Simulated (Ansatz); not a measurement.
# HfGe (singlet): density functionals in def2-TZVPP

What do functionals of several rungs give for HfGe (singlet)?

Method: def2-TZVPP, all electrons in the functionals, frozen cores in the correlation of double hybrids and RPA; program: Ansatz 0.2.0, Gaussian basis.

Plan: PBE, BLYP, r2SCAN, PBE0, B3LYP, CAM-B3LYP, wB97M-V, B2PLYP, RKS PBE0, RPA-PBE.

1 further run of the same task is left out (for a known fault of the program).

### Step 1. What is computed

The geometry is a PBE0/def2-TZVP stationary point (not a proven minimum). No spin-orbit coupling is included. Elements past krypton take def2 core potentials. The filled d shell of Ge may be among the frozen orbitals whatever the setting's name suggests; the logs give the count.

2 atoms, charge 0, spin multiplicity 1.

Atoms are counted from 1 here; the program's logs count them from 0.

Bond lengths: Hf1–Ge2 2.370 Å.

No dispersion term is added; wB97M-V holds VV10 nonlocal correlation. B3LYP takes the VWN-RPA correlation.

### Step 2. PBE (unrestricted)

File in.yaml:

```yaml
crystal:
  periodic: [false, false, false]
  atoms:
    - {symbol: Hf, position_ang: [0.000000, 0.000000, 0.000000]}
    - {symbol: Ge, position_ang: [0.000000, 0.000000, 2.370495]}
basis:
  gaussian: {orbitals: def2-TZVPP}
magnetization: {spin_polarized: true, initial_magnetization: 0}
hamiltonian: {xc: {name: PBE}}
output: {orbitals: {seedname: orbitals}}
```

The run is started by

```sh
$ ansatz run in.yaml --threads 1 --pin off --events-out ev --progress --plain --max-ram 2393MiB
```

Output:

```text
Functional definition: PBE
  name "PBE"
  cite "Perdew, Burke & Ernzerhof, Phys. Rev. Lett. 77, 3865 (1996) doi:10.1103/PhysRevLett.77.3865"
  parent pbe
  parameter kappa = 0.804
  parameter beta = 0.06672455060314922
  exchange = pbe_x(kappa = kappa, mu = beta*pi^2/3)
  correlation = pbe_c(beta = beta)
716 factors; their error is unknown
mean field evaluation 1: about -57805.9729 eV, gradient 2.9e1 eV
mean field evaluation 2: about -57692.4231 eV, gradient 9.4e1 eV
mean field evaluation 4: about -57799.3957 eV, gradient 4.0e1 eV
mean field evaluation 8: about -57812.7976 eV, gradient 1.9e-1 eV
mean field evaluation 16: about -57812.7837 eV, gradient 6.0e-5 eV
mean field evaluation 32: about -57812.8280 eV, gradient 1.7e-5 eV
mean field evaluation 64: about -57812.7837 eV, gradient 4.0e-4 eV
mean field evaluation 96: about -57812.7837 eV, gradient 8.6e-5 eV
mean field evaluation 128: about -57806.6008 eV, gradient 2.8e1 eV
mean field evaluation 160: about -57812.7836 eV, gradient 3.7e-2 eV
mean field evaluation 192: about -57812.6588 eV, gradient 9.1e-2 eV
mean field evaluation 224: about -57811.6333 eV, gradient 9.3e-1 eV
mean field evaluation 256: about -57805.6078 eV, gradient 2.0e1 eV
mean field evaluation 288: about -57811.1880 eV, gradient 2.7e0 eV
mean field evaluation 320: about -57812.8064 eV, gradient 5.7e-1 eV
mean field -57812.82795244 eV, -2124.5822403098 hartree, gradient 1.7e-5 eV, S^2 0.568733; 26 other end points of the search recorded, 0 dependent functions left out
reference -57812.82798131 eV, -2124.5822413708 hartree; 22, 22 occupied and 82, 82 virtual orbitals, 716 factors
Total energy: -57812.82798131 eV, -2124.5822413708 hartree
```

It took 72 s on 1 thread of Arm Neoverse V2, shared host.

From the report: ⟨S²⟩ of the determinant 0.569 (pure singlet: 0.00). The determinant is far from a pure spin state, so its energy mixes those of several spin states (harmless only where they are near-degenerate, as at dissociation).

### Step 3. BLYP (unrestricted)

Edit in.yaml of step 2 so:

```diff
@@ -8,3 +8,2 @@
 magnetization: {spin_polarized: true, initial_magnetization: 0}
-hamiltonian: {xc: {name: PBE}}
-output: {orbitals: {seedname: orbitals}}
+hamiltonian: {xc: {name: BLYP}}
```

Launched as before.

Output, cut to the lines that bear on the results:

```text
Functional definition: BLYP
  name "BLYP"
  cite "Becke, Phys. Rev. A 38, 3098 (1988) doi:10.1103/PhysRevA.38.3098"
  cite "Lee, Yang & Parr, Phys. Rev. B 37, 785 (1988) doi:10.1103/PhysRevB.37.785"
[...]
716 factors; their error is unknown
[...]
mean field -57822.10753187 eV, -2124.9232585640 hartree, gradient 1.4e-5 eV, S^2 0.508031; 27 other end points of the search recorded, 0 dependent functions left out
reference -57822.10776428 eV, -2124.9232671049 hartree; 22, 22 occupied and 82, 82 virtual orbitals, 716 factors
Total energy: -57822.10776428 eV, -2124.9232671049 hartree
```

Wall time 84 s (1 thread of Arm Neoverse V2, shared host).

From the report: ⟨S²⟩ of the determinant 0.508 (pure singlet: 0.00). The determinant is far from a pure spin state, so its energy mixes those of several spin states (harmless only where they are near-degenerate, as at dissociation).

### Step 4. r2SCAN (unrestricted)

Edit in.yaml of step 3 so:

```diff
@@ -8,2 +8,2 @@
 magnetization: {spin_polarized: true, initial_magnetization: 0}
-hamiltonian: {xc: {name: BLYP}}
+hamiltonian: {xc: {name: r2SCAN}}
```

The command is unchanged.

Output, cut to the lines that bear on the results:

```text
Functional definition: r2SCAN
  name "r2SCAN"
  cite "Furness, Kaplan, Ning, Perdew & Sun, J. Phys. Chem. Lett. 11, 8208 (2020) doi:10.1021/acs.jpclett.0c02405"
  cite "Furness, Kaplan, Ning, Perdew & Sun, J. Phys. Chem. Lett. 11, 9248 (2020) doi:10.1021/acs.jpclett.0c03077"
  parent r2scan
[...]
716 factors; their error is unknown
[...]
mean field -57820.81256019 eV, -2124.8756692324 hartree, gradient 3.0e-6 eV, S^2 0.996390; 29 other end points of the search recorded, 0 dependent functions left out
reference -57820.81257615 eV, -2124.8756698192 hartree; 22, 22 occupied and 82, 82 virtual orbitals, 716 factors
Total energy: -57820.81257615 eV, -2124.8756698192 hartree
```

Run time: 5.8 min. Hardware: 1 thread of Arm Neoverse V2, shared host; peak memory 0.3 GiB.

From the report: ⟨S²⟩ of the determinant 0.996 (pure singlet: 0.00). The determinant is far from a pure spin state, so its energy mixes those of several spin states (harmless only where they are near-degenerate, as at dissociation).

### Step 5. PBE0 (unrestricted)

Edit in.yaml of step 4 so:

```diff
@@ -8,2 +8,3 @@
 magnetization: {spin_polarized: true, initial_magnetization: 0}
-hamiltonian: {xc: {name: r2SCAN}}
+hamiltonian: {xc: {name: PBE0}}
+output: {orbitals: {seedname: orbitals}}
```

Launched as before.

Output, cut to the lines that bear on the results:

```text
Functional definition: PBE0
  name "PBE0"
  cite "Adamo & Barone, J. Chem. Phys. 110, 6158 (1999) doi:10.1063/1.478522"
  cite "Perdew, Burke & Ernzerhof, Phys. Rev. Lett. 77, 3865 (1996) doi:10.1103/PhysRevLett.77.3865"
  parent pbe
[...]
805 factors; their error is unknown
[...]
mean field -57812.98771252 eV, -2124.5881113847 hartree, gradient 5.0e-6 eV, S^2 0.759332; 13 other end points of the search recorded, 0 dependent functions left out
reference -57812.98773446 eV, -2124.5881121910 hartree; 22, 22 occupied and 82, 82 virtual orbitals, 805 factors
Total energy: -57812.98773446 eV, -2124.5881121910 hartree
```

Run time: 61 s. Hardware: 1 thread of Arm Neoverse V2, shared host; peak memory 0.32 GiB.

From the report: ⟨S²⟩ of the determinant 0.759 (pure singlet: 0.00). The determinant is far from a pure spin state, so its energy mixes those of several spin states (harmless only where they are near-degenerate, as at dissociation).

### Step 6. B3LYP (unrestricted)

Edit in.yaml of step 5 so:

```diff
@@ -8,3 +8,2 @@
 magnetization: {spin_polarized: true, initial_magnetization: 0}
-hamiltonian: {xc: {name: PBE0}}
-output: {orbitals: {seedname: orbitals}}
+hamiltonian: {xc: {name: B3LYP}}
```

The command is unchanged.

Output, cut to the lines that bear on the results:

```text
Functional definition: B3LYP
  name "B3LYP"
  cite "Stephens, Devlin, Chabalowski & Frisch, J. Phys. Chem. 98, 11623 (1994) doi:10.1021/j100096a001"
  cite "Becke, Phys. Rev. A 38, 3098 (1988) doi:10.1103/PhysRevA.38.3098"
  cite "Lee, Yang & Parr, Phys. Rev. B 37, 785 (1988) doi:10.1103/PhysRevB.37.785"
  cite "Vosko, Wilk & Nusair, Can. J. Phys. 58, 1200 (1980) doi:10.1139/p80-159"
[...]
762 factors; their error is unknown
[...]
mean field -57822.34279843 eV, -2124.9319044507 hartree, gradient 6.0e-6 eV, S^2 0.659533; 17 other end points of the search recorded, 0 dependent functions left out
reference -57822.34297378 eV, -2124.9319108947 hartree; 22, 22 occupied and 82, 82 virtual orbitals, 762 factors
Total energy: -57822.34297378 eV, -2124.9319108947 hartree
```

Wall time 67 s (1 thread of Arm Neoverse V2, shared host); peak memory 0.35 GiB.

From the report: ⟨S²⟩ of the determinant 0.660 (pure singlet: 0.00). The determinant is far from a pure spin state, so its energy mixes those of several spin states (harmless only where they are near-degenerate, as at dissociation).

### Step 7. CAM-B3LYP (unrestricted)

Edit in.yaml of step 6 so:

```diff
@@ -8,2 +8,2 @@
 magnetization: {spin_polarized: true, initial_magnetization: 0}
-hamiltonian: {xc: {name: B3LYP}}
+hamiltonian: {xc: {name: CAM-B3LYP}}
```

Same command.

Output, cut to the lines that bear on the results:

```text
Functional definition: CAM-B3LYP
  name "CAM-B3LYP"
  cite "Yanai, Tew & Handy, Chem. Phys. Lett. 393, 51 (2004) doi:10.1016/j.cplett.2004.06.011"
  cite "Iikura, Tsuneda, Yanai & Hirao, J. Chem. Phys. 115, 3540 (2001) doi:10.1063/1.1383587"
  cite "Becke, Phys. Rev. A 38, 3098 (1988) doi:10.1103/PhysRevA.38.3098"
  cite "Lee, Yang & Parr, Phys. Rev. B 37, 785 (1988) doi:10.1103/PhysRevB.37.785"
  cite "Vosko, Wilk & Nusair, Can. J. Phys. 58, 1200 (1980) doi:10.1139/p80-159"
[...]
  # Exact exchange under (alpha + beta erf(omega r))/r, Becke's under what is left of 1/r.
[...]
747 factors; their error is unknown
182 factors; integrals over basis functions are off by at most 8.2e-5 eV
[...]
mean field -57822.20629342 eV, -2124.9268879842 hartree, gradient 4.9e-6 eV, S^2 0.879444; 12 other end points of the search recorded, 0 dependent functions left out
reference -57822.20637958 eV, -2124.9268911504 hartree; 22, 22 occupied and 82, 82 virtual orbitals, 747 factors
Total energy: -57822.20637958 eV, -2124.9268911504 hartree
```

It took 87 s on 1 thread of Arm Neoverse V2, shared host; peak memory 0.35 GiB.

From the report: ⟨S²⟩ of the determinant 0.879 (pure singlet: 0.00). The determinant is far from a pure spin state, so its energy mixes those of several spin states (harmless only where they are near-degenerate, as at dissociation).

### Step 8. wB97M-V (unrestricted)

Edit in.yaml of step 7 so:

```diff
@@ -8,2 +8,3 @@
 magnetization: {spin_polarized: true, initial_magnetization: 0}
-hamiltonian: {xc: {name: CAM-B3LYP}}
+hamiltonian: {xc: {name: wB97M-V}}
+output: {orbitals: {seedname: orbitals}}
```

Same command.

Output, cut to the lines that bear on the results:

```text
Functional definition: wB97M-V
  name "wB97M-V"
  cite "Mardirossian & Head-Gordon, J. Chem. Phys. 144, 214110 (2016) doi:10.1063/1.4952647"
  cite "Becke, J. Chem. Phys. 107, 8554 (1997) doi:10.1063/1.475007"
  cite "Vydrov & Van Voorhis, J. Chem. Phys. 133, 244103 (2010) doi:10.1063/1.3521275"
  # Of w^i u^j: cxij and so on, Table III.
[...]
  gx(w, u) = 1 - cx + cx01*u + cx10*w
  gss(w, u) = css00 + css04*u^4 + css10*w + css20*w^2 + css43*w^4*u^3
  gos(w, u) = cos00 + cos10*w + (cos20 + cos21*u)*w^2 + (cos60 + cos61*u)*w^6
[...]
      + integral(e_c_pw_mod_opposite_spin*gos(b97_w_opposite, b97_u_opposite)) + vv10(b, c)
744 factors; their error is unknown
154 factors; integrals over basis functions are off by at most 6.7e-5 eV
[...]
mean field -57814.94971377 eV, -2124.6602136006 hartree, gradient 9.4e-6 eV, S^2 0.794962; 12 other end points of the search recorded, 0 dependent functions left out
reference -57814.94974814 eV, -2124.6602148636 hartree; 22, 22 occupied and 82, 82 virtual orbitals, 744 factors
Total energy: -57814.94974814 eV, -2124.6602148636 hartree
```

Run time: 4.7 min. Hardware: 1 thread of Arm Neoverse V2, shared host; peak memory 0.5 GiB.

From the report: ⟨S²⟩ of the determinant 0.795 (pure singlet: 0.00). The determinant is far from a pure spin state, so its energy mixes those of several spin states (harmless only where they are near-degenerate, as at dissociation).

### Step 9. B2PLYP (unrestricted)

Edit in.yaml of step 8 so:

```diff
@@ -8,3 +8,3 @@
 magnetization: {spin_polarized: true, initial_magnetization: 0}
-hamiltonian: {xc: {name: wB97M-V}}
-output: {orbitals: {seedname: orbitals}}
+hamiltonian: {xc: {name: B2PLYP}}
+correlation: {electrons: outside_noble_gas}
```

The command is unchanged.

Output, cut to the lines that bear on the results:

```text
Functional definition: B2PLYP
  name "B2PLYP"
  cite "Grimme, J. Chem. Phys. 124, 034108 (2006) doi:10.1063/1.2148954"
  cite "Becke, Phys. Rev. A 38, 3098 (1988) doi:10.1103/PhysRevA.38.3098"
  cite "Lee, Yang & Parr, Phys. Rev. B 37, 785 (1988) doi:10.1103/PhysRevB.37.785"
[...]
688 factors; integrals over basis functions are off by at most 7.1e-4 eV
[...]
mean field -57802.86900902 eV, -2124.2162558895 hartree, gradient 1.1e-7 eV, S^2 0.965658; 19 other end points of the search recorded, 0 dependent functions left out
18 core orbitals not correlated: weight in the atoms' cores, before any rotation towards them, 0.999 or more for the frozen orbitals, at most 0.001 for the correlated occupied ones
reference -57802.86912108 eV, -2124.2162600079 hartree; 4, 4 occupied and 82, 82 virtual orbitals, 688 factors
second order -6.83100408 eV of doubles, -0.00000000 eV of singles
Total energy: -57804.71349218 eV, -2124.2840393957 hartree
```

It took 2.6 min on 1 thread of Arm Neoverse V2, shared host; peak memory 0.35 GiB.

From the report: ⟨S²⟩ of the determinant 0.966 (pure singlet: 0.00). The determinant is far from a pure spin state, so its energy mixes those of several spin states (harmless only where they are near-degenerate, as at dissociation).

### Step 10. PBE0 (restricted)

File in.yaml:

```yaml
crystal:
  periodic: [false, false, false]
  atoms:
    - {symbol: Hf, position_ang: [0.000000, 0.000000, 0.000000]}
    - {symbol: Ge, position_ang: [0.000000, 0.000000, 2.370495]}
basis:
  gaussian: {orbitals: def2-TZVPP}
hamiltonian: {xc: {name: PBE0}}
```

Same command.

Output:

```text
Functional definition: PBE0
  name "PBE0"
  cite "Adamo & Barone, J. Chem. Phys. 110, 6158 (1999) doi:10.1063/1.478522"
  cite "Perdew, Burke & Ernzerhof, Phys. Rev. Lett. 77, 3865 (1996) doi:10.1103/PhysRevLett.77.3865"
  parent pbe
  parameter a = 0.25
  parameter kappa = 0.804
  parameter beta = 0.06672455060314922
  exchange = (1 - a)*pbe_x(kappa = kappa, mu = beta*pi^2/3) + a*exact_x
  correlation = pbe_c(beta = beta)
805 factors; their error is unknown
mean field evaluation 1: about -57807.1255 eV, gradient 3.8e1 eV
mean field evaluation 2: about -57763.6407 eV, gradient 1.1e2 eV
mean field evaluation 4: about -57812.3529 eV, gradient 8.4e0 eV
mean field evaluation 8: about -57812.6081 eV, gradient 4.0e-2 eV
mean field evaluation 16: about -57812.1733 eV, gradient 7.3e0 eV
mean field -57812.88865183 eV, -2124.5844709712 hartree, gradient 3.1e-5 eV, S^2 0.000000; 1 other end points of the search recorded, 0 dependent functions left out
reference -57812.88867285 eV, -2124.5844717439 hartree; 22, 22 occupied and 82, 82 virtual orbitals, 805 factors
Total energy: -57812.88867285 eV, -2124.5844717439 hartree
```

It took 3.5 s on 1 thread of Arm Neoverse V2, shared host.

### Step 11. RPA-PBE

Edit in.yaml of step 10 so:

```diff
@@ -7,2 +7,4 @@
   gaussian: {orbitals: def2-TZVPP}
-hamiltonian: {xc: {name: PBE0}}
+magnetization: {spin_polarized: true, initial_magnetization: 0}
+hamiltonian: {xc: {name: PBE}}
+correlation: {method: rpa, electrons: outside_noble_gas}
```

Launched as before.

Output, cut to the lines that bear on the results:

```text
Functional definition: PBE
  name "PBE"
  cite "Perdew, Burke & Ernzerhof, Phys. Rev. Lett. 77, 3865 (1996) doi:10.1103/PhysRevLett.77.3865"
  parent pbe
[...]
688 factors; integrals over basis functions are off by at most 7.1e-4 eV
[...]
mean field -57812.82795019 eV, -2124.5822402272 hartree, gradient 2.4e-6 eV, S^2 0.568737; 26 other end points of the search recorded, 0 dependent functions left out
18 core orbitals not correlated: weight in the atoms' cores, before any rotation towards them, 0.999 or more for the frozen orbitals, at most 0.001 for the correlated occupied ones
reference -57759.99685326 eV, -2122.6407332253 hartree; 4, 4 occupied and 82, 82 virtual orbitals, 688 factors
Total energy: -57769.70369516 eV, -2122.9974530855 hartree
```

Wall time 1.8 min (1 thread of Arm Neoverse V2, shared host).

From the report: ⟨S²⟩ of the determinant 0.569 (pure singlet: 0.00). The determinant is far from a pure spin state, so its energy mixes those of several spin states (harmless only where they are near-degenerate, as at dissociation).

### Step 12. Side by side

| functional | energy (eV) | ⟨S²⟩ | time |
| --- | --- | --- | --- |
| PBE | -57812.8280 | 0.569 | 72 s |
| BLYP | -57822.1078 | 0.508 | 84 s |
| r2SCAN | -57820.8126 | 0.996 | 5.8 min |
| PBE0 | -57812.9877 | 0.759 | 61 s |
| B3LYP | -57822.3430 | 0.660 | 67 s |
| CAM-B3LYP | -57822.2064 | 0.879 | 87 s |
| wB97M-V | -57814.9497 | 0.795 | 4.7 min |
| B2PLYP | -57804.7135 | 0.966 | 2.6 min |
| RKS PBE0 | -57812.8887 | 0.000 | 3.5 s |
| RPA-PBE | -57769.7037 | 0.569 | 1.8 min |

Orbital levels of the runs that wrote orbitals: PBE HOMO -4.23, LUMO -3.62 eV; PBE0 HOMO -5.08, LUMO -2.74 eV; wB97M-V HOMO -6.97, LUMO -0.93 eV.

### Step 13. Outcome

| quantity | value |
| --- | --- |
| spread of total energies | 52.6 eV |
| quickest, slowest | RKS PBE0 3.5 s, r2SCAN 5.8 min |

**Reading.** Total energies of different functionals can't be ranked; only differences within one functional count.
